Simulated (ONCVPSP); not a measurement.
# Holmium: generating and testing an ONCV potential

Aim: build the potential from the settings below, then test how well it stands in for the atom: other configurations, scattering, ghost states and the plane-wave cutoff that it needs.

The numbers are computed with ONCVPSP 4.0.1.1 (patched build) (PBE, scalar-relativistic, spin-unpolarised reference atom).

15 further runs of the same task are left out: 5 that didn't finish, 10 set aside as unsound or not needed.

## (1) The atom and the settings

The settings as typed:

- element: holmium (Ho, Z = 67)
- type: optimised norm-conserving Vanderbilt (ONCV)
- frozen core: [Kr] 4d10
- valence charge: 21
- reference configuration: 4f10.5 5s2 5p6 5d0.5 6s2
- partial waves: 5s+6s: rc 2.35 bohr, ncon 4, nbas 8, qcut 4.4 1/bohr, 2 projectors; 5p: rc 2.40 bohr, ncon 5, nbas 10, qcut 6.4 1/bohr, 2 projectors, debl 1.3 Ha; 5d: rc 2.45 bohr, ncon 5, nbas 8, qcut 4.4 1/bohr, 2 projectors, debl 0.6 Ha; 4f: rc 0.85 bohr, ncon 4, nbas 9, qcut 20.6 1/bohr, 1 projector
- local potential: polynomial inside 0.55 bohr (lpopt 5, dvloc0 0 Ha)
- core correction: not asked for

The nodes and maxima of the atom's own shells, from an earlier all-electron run, set the scale for the radii.

All-electron outer shells of the reference configuration (PBE, scalar-relativistic, ld1.x):

```json
{"shell": "4d", "level (eV)": "-162.65", "outermost node (bohr)": "0.25", "outermost maximum (bohr)": "0.52"}
{"shell": "5s", "level (eV)": "-52.44", "outermost node (bohr)": "0.61", "outermost maximum (bohr)": "1.13"}
{"shell": "5p", "level (eV)": "-27.56", "outermost node (bohr)": "0.66", "outermost maximum (bohr)": "1.29"}
{"shell": "4f", "level (eV)": "-6.18", "outermost node (bohr)": "–", "outermost maximum (bohr)": "0.52"}
{"shell": "6s", "level (eV)": "-4.11", "outermost node (bohr)": "1.53", "outermost maximum (bohr)": "3.35"}
{"shell": "5d", "level (eV)": "-1.64", "outermost node (bohr)": "0.74", "outermost maximum (bohr)": "1.98"}
{"shell": "6p", "level (eV)": "-1.27", "outermost node (bohr)": "1.87", "outermost maximum (bohr)": "4.57"}
```

## (2) Generation

The input, Ho.dat:

```
# ATOM AND REFERENCE CONFIGURATION
# atsym  z   nc   nv     iexc    psfile
  Ho 67.00    9    5        4      upf
#
#   n    l    f
    1    0    2.00
    2    0    2.00
    2    1    6.00
    3    0    2.00
    3    1    6.00
    3    2   10.00
    4    0    2.00
    4    1    6.00
    4    2   10.00
    4    3   10.50
    5    0    2.00
    5    1    6.00
    5    2    0.50
    6    0    2.00
#
# PSEUDOPOTENTIAL AND OPTIMIZATION
# lmax
    3
#
#   l,   rc,      ep,       ncon, nbas, qcut
    0    2.35    0.00    4    8    4.40
    1    2.40    0.00    5   10    6.40
    2    2.45    0.00    5    8    4.40
    3    0.85    0.00    4    9   20.60
#
# LOCAL POTENTIAL
# lloc, lpopt,  rc(5),   dvloc0
    4    5    0.55    0.00
#
# VANDERBILT-KLEINMAN-BYLANDER PROJECTORs
# l, nproj, debl
    0    2    3.10
    1    2    1.30
    2    2    0.60
    3    1    3.40
#
# MODEL CORE CHARGE
# icmod, fcfact, rcfact
    0    0.00    0.00
#
# LOG DERIVATIVE ANALYSIS
# epsh1, epsh2, depsh
   -3.00    5.00    0.02
#
# OUTPUT GRID
# rlmax, drl
    6.00    0.01
#
# TEST CONFIGURATIONS
# ncnf
    4
# nvcnf
#   n    l    f
    5
    4    3   11.00
    5    0    2.00
    5    1    6.00
    5    2    0.00
    6    0    2.00
#
    5
    4    3   11.00
    5    0    2.00
    5    1    6.00
    5    2    0.00
    6    0    1.00
#
    5
    4    3   11.00
    5    0    2.00
    5    1    6.00
    5    2    0.00
    6    0    0.00
#
    5
    4    3   11.00
    5    0    2.00
    5    1    6.00
    5    2    1.00
    6    0    0.00
#
```

The run is started by

```bash
$ oncvpsp.x < Ho.dat > Ho.out
```

What does the calculation give? Wanted: cutoffs for 1 and 0.1 mHa per electron, occupied waves; bound ghosts; GHOST(+) flags; largest phase difference near zero energy, channels read.

As calculated:

```
                                                quantity                                             value
  cutoffs for 1 and 0.1 mHa per electron, occupied waves                                 175 Ha and 193 Ha
                                            bound ghosts  s at -910.91 eV, p at -506.18 eV, d at -48.92 eV
                                          GHOST(+) flags                                        s at -2 eV
largest phase difference near zero energy, channels read                                         3.133 rad
```

What this shows: It has a bound ghost (s, p, d), a state that the atom doesn't have, and that rules the file out. The potential is very hard: the looser tolerance needs 175 Ha. At the looser tolerance the 4f wave is the slowest; 5d needs 8 Ha. Of the channels read, s scatters worst near zero energy, by up to 3.13 rad. A step near π is an extra or missing state, not a misfit of shape. The pseudo curves have poles with no partner nearby in the atom's: s at -0.09 Ha, d at -1.78 Ha. The program also flags highly localised states, GHOST(+) (s). These are tests on the free atom; a crystal test is still owed.
